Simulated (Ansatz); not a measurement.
# Rh (Rh, omega (AlB2-type)): the cost of one run

Method: DFT r2SCAN, plane waves (500 eV) with PAW, scalar-relativistic; PAW files made under PBE, frozen cores solved again for the functional, in Ansatz 0.2.0.

## Step 1: The system as given

It takes space group P6/mmm (No. 191, hexagonal). Conventional cell: a = 4.267 Å, b = 4.267 Å, c = 2.616 Å, α = 90.00°, β = 90.00°, γ = 120.00°. Around Rh (site symmetry 6/mmm) lie 14 Rh at 2.62 to 2.79 Å. Rh (site symmetry -6m2) has 11 Rh at 2.46 to 2.79 Å as nearest neighbours.

Structure file:

```cif
data_structure
_symmetry_space_group_name_H-M 'P6/mmm'
_symmetry_Int_Tables_number 191
_cell_length_a 4.2674
_cell_length_b 4.2674
_cell_length_c 2.6159
_cell_angle_alpha 90.000
_cell_angle_beta 90.000
_cell_angle_gamma 120.000
_cell_volume 41.25
loop_
_atom_site_label
_atom_site_type_symbol
_atom_site_symmetry_multiplicity
_atom_site_Wyckoff_symbol
_atom_site_fract_x
_atom_site_fract_y
_atom_site_fract_z
_atom_site_occupancy
Rh1 Rh 1 a 0.00000 0.00000 0.00000 1
Rh2 Rh 2 d 0.33333 0.66667 0.50000 1
```

The atoms start with moments of +1 ×3 μB.

## Step 2: Geometry optimisation

Input file input.yaml:

```yaml
crystal:
  lattice:
    - [4.2673781655, 0.0, 0.0]
    - [-2.1336890828, 3.6956578989, 0.0]
    - [0.0, 0.0, 2.6159028155]
  atoms:
    - { symbol: Rh, position: [0.0, 0.0, 0.0], spin: 1.0 }
    - { symbol: Rh, position: [0.3333333333, 0.6666666667, 0.5], spin: 1.0 }
    - { symbol: Rh, position: [0.6666666667, 0.3333333333, 0.5], spin: 1.0 }
hamiltonian:
  xc: r2scan
  pseudopotentials:
    kind: paw
    azcp:
      Rh: "pseudopotentials/Rh.paw.azcp"
basis:
  ecutwfc: 500
  fft_grid_basis: typed
kpoints:
  mp_grid: { grid: [9, 9, 12], shift: [0, 0, 0] }
magnetization:
  spin_polarized: true
scf:
  occupations: { method: fermi_dirac, width: 0.05 }
relax:
  max_steps: 60
  f_tol: 0.01
  cell: {}
```

The run is started by

```console
$ ansatz run input.yaml --threads 2 --pin off --max-ram 6144MiB --backend cpu --events-out ev --progress --plain --runs-dir out
```

Q: Estimate wall time and peak memory on 2 threads of Intel Xeon 6975P-C (Granite Rapids), shared host.

About 57 s, with a peak of 0.63 GiB.
